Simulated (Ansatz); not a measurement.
# ScAgC4N4: the cost of one run

Method: DFT PBE, scalar-relativistic, plane waves, PAW, in Ansatz 0.2.0.

## (1) The system as given

The structure is cubic, space group P-43m (No. 215). Conventional cell: a = 6.134 Å, b = 6.134 Å, c = 6.134 Å, α = 90.00°, β = 90.00°, γ = 90.00°. Around Sc (site symmetry -43m) lie 4 N at 2.12 Å. Around Ag (site symmetry -43m) lie 4 C at 2.02 Å. C (site symmetry 3m) has 1 N at 1.17 Å and 1 Ag at 2.02 Å in its first shell of neighbours. N (site symmetry 3m) has 1 C at 1.17 Å in its first shell of neighbours.

Coordinates:

```cif
data_structure
_symmetry_space_group_name_H-M 'P 1'
_symmetry_Int_Tables_number 1
_cell_length_a 6.1338
_cell_length_b 6.1338
_cell_length_c 6.1338
_cell_angle_alpha 90.000
_cell_angle_beta 90.000
_cell_angle_gamma 90.000
_cell_volume 230.77
loop_
_atom_site_label
_atom_site_type_symbol
_atom_site_fract_x
_atom_site_fract_y
_atom_site_fract_z
_atom_site_occupancy
Sc1 Sc 0.50000 0.50000 0.50000 1
Ag1 Ag 0.00000 0.00000 0.00000 1
C1 C 0.19032 0.19032 0.19032 1
C2 C 0.19032 0.80968 0.80968 1
C3 C 0.80968 0.19032 0.80968 1
C4 C 0.80968 0.80968 0.19032 1
N1 N 0.30045 0.30045 0.30045 1
N2 N 0.30045 0.69955 0.69955 1
N3 N 0.69955 0.30045 0.69955 1
N4 N 0.69955 0.69955 0.30045 1
```

The cell is invented: two interpenetrating cyanide-bridged diamond nets (P-43m, No. 215). Lengths come from tabulated atomic sizes and are only a guess.

## (2) The guess as it stands, on a coarse mesh

File input.yaml:

```yaml
crystal:
  lattice:
    - [6.13376926, 0.0, 0.0]
    - [0.0, 6.13376926, 0.0]
    - [0.0, 0.0, 6.13376926]
  atoms:
    - { symbol: Sc, position: [0.5, 0.5, 0.5] }
    - { symbol: Ag, position: [0.0, 0.0, 0.0] }
    - { symbol: C, position: [0.1903238, 0.1903238, 0.1903238] }
    - { symbol: C, position: [0.1903238, 0.8096762, 0.8096762] }
    - { symbol: C, position: [0.8096762, 0.1903238, 0.8096762] }
    - { symbol: C, position: [0.8096762, 0.8096762, 0.1903238] }
    - { symbol: "N", position: [0.30045181, 0.30045181, 0.30045181] }
    - { symbol: "N", position: [0.30045181, 0.69954819, 0.69954819] }
    - { symbol: "N", position: [0.69954819, 0.30045181, 0.69954819] }
    - { symbol: "N", position: [0.69954819, 0.69954819, 0.30045181] }
basis:
  ecutwfc: 420
kpoints:
  mp_grid: { grid: [4, 4, 4] }
hamiltonian:
  xc: pbe
scf:
  occupations: { method: gaussian, width: 0.1 }
  lower_state_search: "off"
output:
  forces: true
  stress: true
  eigenvalues: true
```

Started as:

```
$ ansatz run input.yaml --threads 1 --pin off --max-ram 2560MiB --backend cpu --events-out ev --progress --plain --runs-dir out
```

Q: Estimate wall time and peak memory on 1 thread of Intel Xeon 6975P-C (Granite Rapids), shared host.

About 5.2 s, with a peak of 0.48 GiB.
